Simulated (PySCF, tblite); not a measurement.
# C₂H₁₁NOSi₄: geometry, infrared bands, NMR shifts, electronic excitations and core binding energies, part 1 of 2

Aim: predict the infrared bands, NMR shifts, electronic excitations and core binding energies of C₂H₁₁NOSi₄ (`CC(=O)N[SiH]1[SiH2][SiH2][SiH2]1`).

Computed with tblite 0.8.0 and PySCF 2.14.0, with density-fitted response routines of our own, on a single molecule in the gas phase. Atoms are numbered from 0 throughout.

## 1. The molecule as given

19 atoms, charge 0, multiplicity 1; geometry from: force field or distance geometry start.

Bonds of the start (Å): C0–C1 1.50, C1–O2 1.28, C1–N3 1.43, N3–Si4 1.79, Si4–Si5 2.23, Si5–Si6 2.24, Si6–Si7 2.24, Si7–Si4 2.24, C0–H8 1.10, C0–H9 1.09, C0–H10 1.11, N3–H11 1.05, Si4–H12 1.47, Si5–H13 1.46, Si5–H14 1.45, Si6–H15 1.47, Si6–H16 1.48, Si7–H17 1.47, Si7–H18 1.46.

## 2. Relaxing the molecule with GFN2-xTB

The job: settings as JSON, then the geometry in Å.

```
{"job": {"kind": "relax", "xc": "GFN2-xTB", "basis": "xTB"}, "charge": 0, "multiplicity": 1}
C      3.537100    -0.112400    -0.078200
C      2.067900     0.007300     0.213500
O      1.599400    -0.684000     1.189400
N      1.196800     0.852900    -0.533300
Si    -0.549500     0.989800    -0.170500
Si    -1.297100    -0.247100     1.525400
Si    -3.172500    -0.489300     0.319100
Si    -1.857300    -0.263000    -1.482200
H      3.665400    -1.038100    -0.650800
H      3.902200     0.736100    -0.653800
H      4.135100    -0.212400     0.846400
H      1.552100     1.429900    -1.334100
H     -1.085400     2.361600    -0.110200
H     -1.459800     0.465400     2.792900
H     -0.583900    -1.504100     1.594800
H     -3.822600    -1.801300     0.478900
H     -4.089000     0.665700     0.467400
H     -1.277200    -1.575200    -1.811800
H     -2.471500     0.427300    -2.610500
```

Command:

```bash
$ OMP_NUM_THREADS=1 python probes_run.py task.json out
```

The driver reads the jobs from task.json and runs them one after another.

Log:

```text
step      E/eV     max force
  0    -645.34865    4.402
  1    -645.72632    3.730
  2    -645.88645    0.807
  3    -645.97465    0.698
  4    -646.11513    1.067
  5    -646.20032    0.914
  6    -646.32273    0.874
  7    -646.39195    0.598
  8    -646.44732    0.433
  9    -646.48086    0.385
 10    -646.50755    0.411
 11    -646.53186    0.337
 12    -646.54707    0.274
 13    -646.55748    0.264
 14    -646.56657    0.246
 15    -646.57284    0.187
 16    -646.57670    0.134
 17    -646.57974    0.135
 18    -646.58278    0.140
 19    -646.58569    0.130
 20    -646.58815    0.104
 21    -646.59055    0.136
 22    -646.59337    0.152
 23    -646.59663    0.158
 24    -646.59987    0.128
 25    -646.60294    0.138
 26    -646.60643    0.160
 27    -646.61125    0.209
 28    -646.61698    0.213
 29    -646.62163    0.144
 30    -646.62483    0.142
 31    -646.62840    0.171
 32    -646.63374    0.242
 33    -646.64049    0.253
 34    -646.64684    0.226
 35    -646.65149    0.182
 36    -646.65454    0.159
 37    -646.65714    0.122
 38    -646.65999    0.167
 39    -646.66310    0.210
 40    -646.66657    0.196
 41    -646.67003    0.158
 42    -646.67272    0.117
 43    -646.67451    0.097
 44    -646.67594    0.085
 45    -646.67739    0.097
 46    -646.67891    0.105
 47    -646.68034    0.109
 48    -646.68184    0.135
 49    -646.68362    0.143
 50    -646.68606    0.109
 51    -646.68745    0.106
 52    -646.68945    0.095
 53    -646.69105    0.094
 54    -646.69263    0.108
 55    -646.69378    0.099
 56    -646.69469    0.077
 57    -646.69574    0.088
 58    -646.69741    0.121
 59    -646.69969    0.152
 60    -646.70199    0.137
 61    -646.70361    0.083
 62    -646.70477    0.068
 63    -646.70578    0.141
 64    -646.70732    0.140
 65    -646.70945    0.133
 66    -646.71489    0.187
 67    -646.71803    0.199
 68    -646.72400    0.183
 69    -646.72935    0.192
 70    -646.73580    0.168
 71    -646.74191    0.209
 72    -646.74848    0.236
 73    -646.75546    0.238
 74    -646.75404    0.420
 75    -646.76702    0.177
 76    -646.77186    0.160
 77    -646.78348    0.218
 78    -646.78855    0.246
 79    -646.79941    0.197
 80    -646.80541    0.155
 81    -646.80839    0.281
 82    -646.81595    0.259
 83    -646.82421    0.188
 84    -646.84827    0.241
 85    -646.87017    0.333
 86    -646.89470    0.448
 87    -646.91149    0.523
 88    -646.93037    0.407
 89    -646.94116    0.498
 90    -646.94915    0.333
 91    -646.95411    0.196
 92    -646.95719    0.126
 93    -646.96125    0.098
 94    -646.96407    0.135
 95    -646.96640    0.130
 96    -646.96898    0.125
 97    -646.97136    0.123
 98    -646.97329    0.141
 99    -646.97513    0.092
100    -646.97660    0.081
101    -646.97788    0.080
102    -646.97917    0.072
103    -646.98060    0.077
104    -646.98211    0.114
105    -646.98362    0.073
106    -646.98492    0.063
107    -646.98584    0.069
108    -646.98673    0.069
109    -646.98801    0.098
110    -646.98998    0.129
111    -646.99268    0.120
112    -646.99571    0.179
113    -646.99830    0.164
114    -647.00136    0.144
115    -647.00434    0.156
116    -647.00775    0.130
117    -647.01052    0.183
118    -647.01329    0.128
119    -647.01583    0.123
120    -647.01847    0.098
121    -647.02099    0.098
122    -647.02295    0.222
123    -647.02364    0.274
124    -647.02614    0.097
125    -647.02719    0.051
126    -647.02835    0.047
127    -647.02886    0.053
128    -647.02948    0.088
129    -647.02996    0.083
130    -647.03056    0.046
131    -647.03129    0.078
132    -647.03244    0.102
133    -647.03381    0.107
134    -647.03521    0.086
135    -647.03631    0.074
136    -647.03718    0.064
137    -647.03773    0.057
138    -647.03821    0.054
139    -647.03870    0.068
140    -647.03928    0.068
141    -647.03973    0.051
142    -647.03999    0.039
143    -647.04015    0.038
144    -647.04028    0.030
145    -647.04040    0.027
146    -647.04049    0.025
147    -647.04055    0.019
148    -647.04060    0.018
149    -647.04064    0.014
150    -647.04069    0.014
151    -647.04074    0.016
152    -647.04079    0.017
153    -647.04085    0.021
154    -647.04093    0.020
155    -647.04101    0.023
156    -647.04109    0.022
157    -647.04116    0.017
158    -647.04123    0.020
159    -647.04128    0.018
160    -647.04134    0.018
161    -647.04141    0.024
162    -647.04150    0.028
163    -647.04164    0.032
164    -647.04182    0.039
165    -647.04201    0.041
166    -647.04217    0.028
167    -647.04228    0.023
168    -647.04236    0.020
169    -647.04245    0.026
170    -647.04257    0.032
171    -647.04271    0.029
172    -647.04289    0.030
173    -647.04306    0.036
174    -647.04316    0.047
175    -647.04329    0.021
176    -647.04337    0.017
177    -647.04346    0.016
178    -647.04349    0.013
179    -647.04353    0.013
180    -647.04357    0.013
181    -647.04363    0.018
182    -647.04370    0.025
183    -647.04381    0.025
184    -647.04392    0.027
185    -647.04401    0.020
186    -647.04406    0.017
187    -647.04409    0.014
188    -647.04412    0.013
189    -647.04415    0.012
190    -647.04419    0.018
191    -647.04423    0.020
192    -647.04426    0.017
193    -647.04427    0.011
194    -647.04430    0.011
195    -647.04433    0.011
196    -647.04435    0.015
197    -647.04439    0.019
198    -647.04444    0.021
199    -647.04451    0.022
200    -647.04460    0.030
201    -647.04473    0.035
202    -647.04487    0.034
203    -647.04502    0.034
204    -647.04520    0.034
205    -647.04541    0.031
206    -647.04562    0.025
207    -647.04570    0.052
208    -647.04581    0.047
209    -647.04596    0.027
210    -647.04607    0.020
211    -647.04622    0.029
212    -647.04635    0.024
213    -647.04646    0.044
214    -647.04658    0.026
215    -647.04669    0.023
216    -647.04684    0.042
217    -647.04692    0.017
218    -647.04700    0.014
219    -647.04707    0.015
220    -647.04710    0.016
221    -647.04714    0.009
```

It took 2.6 s on 1 thread of Arm Neoverse V1, shared host; peak memory 0.18 GiB.

Relaxation path: (not every step is listed)

```tsv
step	energy from step 0 (eV)	largest force (eV/Å)
0	0.0000	4.4019
1	-0.3777	3.7298
2	-0.5378	0.8068
3	-0.6260	0.6977
4	-0.7665	1.0675
5	-0.8517	0.9144
6	-0.9741	0.8744
7	-1.0433	0.5980
8	-1.0987	0.4335
28	-1.2683	0.2132
48	-1.3332	0.1346
68	-1.3754	0.1834
88	-1.5817	0.4070
108	-1.6381	0.0692
128	-1.6808	0.0885
148	-1.6920	0.0176
168	-1.6937	0.0202
188	-1.6955	0.0128
208	-1.6972	0.0474
216	-1.6982	0.0416
217	-1.6983	0.0169
218	-1.6984	0.0136
219	-1.6984	0.0150
220	-1.6984	0.0155
221	-1.6985	0.0092
```

Distances of close pairs at the start and the end, largest changes first:

```tsv
bond	before (Å)	after (Å)	change (Å)
Si4–Si5	2.228	2.364	+0.136
Si4–Si7	2.236	2.364	+0.128
Si6–Si7	2.242	2.355	+0.113
Si5–Si6	2.243	2.355	+0.112
C1–N3	1.425	1.332	-0.093
C1–O2	1.284	1.228	-0.057
N3–H11	1.049	1.007	-0.042
Si5–H14	1.447	1.470	+0.023
```

The end geometry stands in the next job.

## 3. Infrared spectrum with GFN2-xTB

The job: settings as JSON, then the geometry in Å.

```
{"job": {"kind": "ir", "xc": "GFN2-xTB", "basis": "xTB"}, "charge": 0, "multiplicity": 1}
C      2.967790    -0.622817    -0.227822
C      1.522053    -0.198591    -0.136486
O      0.614978    -0.982812     0.127426
N      1.233097     1.083261    -0.354543
Si    -0.503742     1.492888    -0.227261
Si    -1.306069     0.518754     1.771358
Si    -2.398400    -1.133895     0.497653
Si    -1.694542    -0.104169    -1.500115
H      3.345364    -0.435863    -1.231989
H      3.567717    -0.052667     0.479697
H      3.052216    -1.682484    -0.003476
H      1.987457     1.714769    -0.567435
H     -0.321829     2.932397    -0.521096
H     -2.190776     1.426485     2.532161
H     -0.312606     0.138968     2.785901
H     -2.017594    -2.532348     0.713554
H     -3.864743    -1.178923     0.679788
H     -0.933287    -0.874856    -2.494049
H     -2.756888     0.501153    -2.330728
```

Log:

```text
mode    cm-1     km/mol
  1      59.3      2.87
  2      66.4      0.60
  3      69.6      0.43
  4      83.5      1.17
  5     106.9      1.51
  6     167.5     17.55
  7     176.3      4.10
  8     248.8      1.86
  9     322.8     54.51
 10     334.1      0.20
 11     346.0     11.57
 12     356.7     12.32
 13     376.1     15.70
 14     378.7      0.92
 15     396.9      4.38
 16     404.0      1.19
 17     425.3      4.79
 18     428.5      1.01
 19     469.5      1.55
 20     472.4      0.85
 21     533.8      2.29
 22     561.4    232.96
 23     567.7     12.02
 24     598.4     11.79
 25     614.5    314.82
 26     615.8    590.21
 27     700.3      9.95
 28     757.1    114.99
 29     832.4    175.76
 30     840.7    474.63
 31     862.8     64.46
 32     961.0     18.81
 33    1001.8     18.74
 34    1005.0      0.93
 35    1194.5      4.44
 36    1371.0      7.20
 37    1408.7    309.07
 38    1458.5     10.04
 39    1467.7      7.36
 40    1659.9    237.65
 41    2060.7    369.33
 42    2093.5    111.51
 43    2095.6    100.13
 44    2108.4    864.06
 45    2168.0    300.74
 46    2172.7    298.36
 47    2214.9    323.27
 48    3012.8     13.40
 49    3018.0      8.50
 50    3056.9      6.38
 51    3467.4      1.17
```

It took 1.1 s on 1 thread of Arm Neoverse V1, shared host; peak memory 0.18 GiB.

Which atoms move in the most intense modes:

```tsv
cm⁻¹	km/mol	atoms
614	314.8	H16 37 %, H15 28 %
616	590.2	H13 26 %, H18 22 %, H14 18 %, H17 16 %
841	474.6	H14 25 %, H17 24 %, H13 23 %, H18 23 %
1409	309.1	C1 51 %, N3 33 %
2061	369.3	H12 95 %
2108	864.1	H16 47 %, H18 28 %, H13 21 %
2168	300.7	H17 68 %, H14 26 %
2215	323.3	H15 95 %
```

## 4. Relaxing the molecule at PBE0-D3(BJ)/def2-SVP

The job: settings as JSON, then the geometry in Å.

```
{"job": {"xc": "PBE0", "basis": "def2-SVP", "d3": "d3bj", "grid": 1, "shake": 0.01, "kind": "geom"}, "charge": 0, "multiplicity": 1}
C      2.988200    -0.648370    -0.223640
C      1.516380    -0.203120    -0.138640
O      0.594780    -0.985130     0.118770
N      1.266330     1.085520    -0.358070
Si    -0.506550     1.486210    -0.237810
Si    -1.309980     0.523570     1.768970
Si    -2.388820    -1.135890     0.497900
Si    -1.679080    -0.098720    -1.505170
H      3.343540    -0.430460    -1.212640
H      3.565020    -0.055100     0.489720
H      3.043350    -1.685400     0.005350
H      1.993260     1.715680    -0.560730
H     -0.350110     2.942610    -0.530690
H     -2.207460     1.429250     2.539170
H     -0.317050     0.128200     2.786160
H     -2.018120    -2.518290     0.721030
H     -3.862800    -1.167810     0.677730
H     -0.942550    -0.869020    -2.488220
H     -2.759040     0.493320    -2.328440
```

Log:

```text
step   0  E = -1369.59390034  max force = 0.036235
step   1  E = -1369.60375887  max force = 0.007509
step   2  E = -1369.60394556  max force = 0.007204
step   3  E = -1369.60401262  max force = 0.006534
step   4  E = -1369.60425923  max force = 0.007373
step   5  E = -1369.60445286  max force = 0.002164
step   6  E = -1369.60454648  max force = 0.000654
step   7  E = -1369.60456616  max force = 0.000516
step   8  E = -1369.60460131  max force = 0.000628
step   9  E = -1369.60462856  max force = 0.000840
step  10  E = -1369.60464191  max force = 0.000689
step  11  E = -1369.60465298  max force = 0.000112
optimisation converged
```

It took 3.9 min on 1 thread of Arm Neoverse V1, shared host; peak memory 0.92 GiB.

Relaxation path:

```tsv
step	energy from step 0 (eV)	largest force component (eV/Å)
0	0.0000	1.8633
1	-0.2683	0.3861
2	-0.2733	0.3704
3	-0.2752	0.3360
4	-0.2819	0.3791
5	-0.2871	0.1113
6	-0.2897	0.0336
7	-0.2902	0.0265
8	-0.2912	0.0323
9	-0.2919	0.0432
10	-0.2923	0.0354
11	-0.2926	0.0058
```

Distances of close pairs at the start and the end, largest changes first:

```tsv
bond	before (Å)	after (Å)	change (Å)
Si7–H17	1.450	1.496	+0.046
Si6–H15	1.449	1.491	+0.043
C0–C1	1.540	1.504	-0.036
C0–H10	1.063	1.096	+0.032
N3–H11	0.983	1.013	+0.030
C0–H8	1.073	1.101	+0.027
N3–Si4	1.822	1.795	-0.027
Si4–Si7	2.344	2.369	+0.025
```

The end geometry stands in the next job.

```tsv
at the end point	value
point group (found at 0.08 Å tolerance)	Cs
rotational constants (GHz, main isotopes)	1.426, 0.748, 0.734
dipole moment (D)	4.34
```

## 5. Shielding tensors: PBE0/pcSseg-1

The job: settings as JSON, then the geometry in Å.

```
{"job": {"kind": "nmr", "xc": "PBE0", "basis": "pcSseg-1"}, "charge": 0, "multiplicity": 1}
C      2.977345    -0.772218    -0.238282
C      1.562087    -0.271487    -0.153084
O      0.616166    -1.009238     0.118411
N      1.320455     1.039267    -0.383757
Si    -0.411563     1.486658    -0.240865
Si    -1.331305     0.634225     1.768203
Si    -2.364521    -1.097176     0.534201
Si    -1.769405    -0.007876    -1.478839
H      3.386380    -0.598993    -1.245360
H      3.617819    -0.240217     0.481485
H      2.992423    -1.845295    -0.017734
H      2.084286     1.664779    -0.611138
H     -0.420445     2.954713    -0.530780
H     -2.334890     1.574327     2.369669
H     -0.343791     0.264888     2.829485
H     -1.779843    -2.455698     0.723706
H     -3.846594    -1.173132     0.748236
H     -1.068668    -0.796027    -2.540059
H     -2.939187     0.688841    -2.110208
```

Method: GIAO PBE0/pcSseg-1 NMR shielding, non-relativistic, gas phase.

Log:

```text
coarse grid: 17640 points
cycle   1  E = -1369.8561574683  dE =  6.830e-01  |g| = 8.033e-01  |ddm| = 4.071e+00
cycle   2  E = -1369.3349721441  dE =  5.212e-01  |g| = 1.770e+00  |ddm| = 2.418e+00
cycle   3  E = -1369.9742408446  dE = -6.393e-01  |g| = 2.298e-01  |ddm| = 1.968e+00
cycle   4  E = -1369.9836410111  dE = -9.400e-03  |g| = 9.754e-02  |ddm| = 2.339e-01
cycle   5  E = -1369.9854706271  dE = -1.830e-03  |g| = 2.339e-02  |ddm| = 8.422e-02
cycle   6  E = -1369.9855960912  dE = -1.255e-04  |g| = 5.577e-03  |ddm| = 2.698e-02
cycle   7  E = -1369.9856030760  dE = -6.985e-06  |g| = 9.421e-04  |ddm| = 5.074e-03
final grid: 151416 points
cycle   8  E = -1370.0369546699  dE = -1.060e-05  |g| = 1.183e-02  |ddm| = 2.357e-02
cycle   9  E = -1370.0368758283  dE =  7.884e-05  |g| = 2.350e-02  |ddm| = 2.452e-02
cycle  10  E = -1370.0369801675  dE = -1.043e-04  |g| = 2.010e-03  |ddm| = 1.817e-02
cycle  11  E = -1370.0369811065  dE = -9.390e-07  |g| = 2.361e-04  |ddm| = 2.400e-03
cycle  12  E = -1370.0369811195  dE = -1.309e-08  |g| = 5.617e-05  |ddm| = 3.418e-04
cycle  13  E = -1370.0369811202  dE = -6.585e-10  |g| = 2.544e-05  |ddm| = 9.880e-05
converged SCF energy = -1370.0369811202

GIAO shielding tensors (ppm)
atom      isotropic    diamagn.    paramagn.     s11        s22        s33       span
  0 C      161.200     249.375     -88.175    139.593    150.790    193.217     53.624
  1 C        4.533     251.651    -247.118    -70.367    -15.773     99.739    170.106
  2 O     -132.824     407.090    -539.914   -437.598   -203.633    242.760    680.359
  3 N      139.048     332.023    -192.975     47.814    148.906    220.422    172.608
  4 Si     374.597     881.365    -506.768    314.548    398.713    410.531     95.983
  5 Si     425.042     881.253    -456.211    359.713    441.560    473.854    114.141
  6 Si     442.838     879.974    -437.136    426.591    435.362    466.563     39.972
  7 Si     424.993     881.251    -456.258    359.634    441.365    473.982    114.348
  8 H       29.232      27.837       1.395     25.647     27.946     34.103      8.457
  9 H       29.244      27.862       1.382     25.638     27.989     34.104      8.466
 10 H       29.226      28.092       1.134     24.808     28.310     34.561      9.753
 11 H       26.812      34.169      -7.357     20.850     27.140     32.446     11.596
 12 H       25.994      30.123      -4.129     22.947     24.409     30.626      7.678
 13 H       27.208      29.844      -2.636     23.989     24.918     32.715      8.726
 14 H       27.078      29.660      -2.582     23.695     24.994     32.546      8.852
 15 H       26.876      29.163      -2.287     23.187     25.185     32.256      9.069
 16 H       27.375      28.956      -1.581     24.153     24.555     33.418      9.265
 17 H       27.073      29.649      -2.576     23.691     24.977     32.550      8.859
 18 H       27.208      29.845      -2.637     23.992     24.920     32.712      8.720
```

Run time: 41 s. Hardware: 1 thread of Arm Neoverse V1, shared host; peak memory 1 GiB.

Shifts follow as δ = σ(reference) − σ, with reference shieldings (ppm) from runs at the same level and on the same kind of geometry: ¹H TMS 31.27, ¹³C TMS 184.4, ²⁹Si TMS 352.0, ¹⁵N NH3 265.7, ¹⁷O H2O 334.6. The references are single molecules in the gas phase, so shifts against H2O, NH3, PH3, H3PO4 or CFCl3 are not on the usual liquid scales and can be off by tens of ppm. Atoms listed in one row are averaged.

```tsv
atoms	environment	σ (ppm)	δ (ppm)	δ scaled to CDCl3
C1	amide carbonyl carbon	4.5	179.9	174.2
C0	methyl carbon α to a carbonyl	161.2	23.2	22.0
H12	hydrogen on a silicon bonded to N, 2 Si, in a 4-membered ring	25.99	5.27	–
H11	hydrogen on an amide-type nitrogen	26.81	4.45	–
H15	hydrogen on a silicon bonded to 2 Si, in a 4-membered ring	26.88	4.39	–
H14, H17	hydrogen on a silicon bonded to 2 Si, in a 4-membered ring	27.08	4.19	–
H13, H18	hydrogen on a silicon bonded to 2 Si, in a 4-membered ring	27.21	4.06	–
H16	hydrogen on a silicon bonded to 2 Si, in a 4-membered ring	27.38	3.89	–
H8, H9, H10	hydrogen on a methyl carbon α to a carbonyl	29.23	2.03	2.14
O2	amide-type carbonyl oxygen	-132.8	467.4	–
N3	amide-type nitrogen	139.0	126.6	–
Si4	silicon bonded to N, 2 Si, H, in a 4-membered ring	374.6	-22.6	–
Si5, Si7	silicon bonded to 2 Si, 2 H, in a 4-membered ring	425.0	-73.0	–
Si6	silicon bonded to 2 Si, 2 H, in a 4-membered ring	442.8	-90.8	–
```

The scaled column applies a straight-line fit of computed shieldings to shifts measured in CDCl3 (root-mean-square error 0.21 ppm for H, 2.0 ppm for C).

Charges from the same density, by scheme (e):

```tsv
atoms	Mulliken	IAO	Hirshfeld	ESP fit
C0	-0.25	-0.47	-0.12	-0.58
C1	0.40	0.44	0.19	0.79
O2	-0.48	-0.51	-0.22	-0.55
N3	-0.62	-0.57	-0.20	-0.69
Si4	0.24	0.45	0.21	0.28
Si5, Si7	0.10	0.15	0.12	0.05
Si6	0.08	0.18	0.13	0.19
```

Mayer bond orders: C0–C1 1.00, C1–O2 1.76, C1–N3 1.20, N3–Si4 0.77, Si4–Si5 0.87, Si5–Si6 0.85, Si6–Si7 0.85, Si7–Si4 0.87.

Ring of atoms Si4, Si5, Si6, Si7: NICS(0) 1.9, NICS(1) -1.2, NICS(1)zz 2.8 ppm (means of both faces).

(Continued in part 2 of 2.)
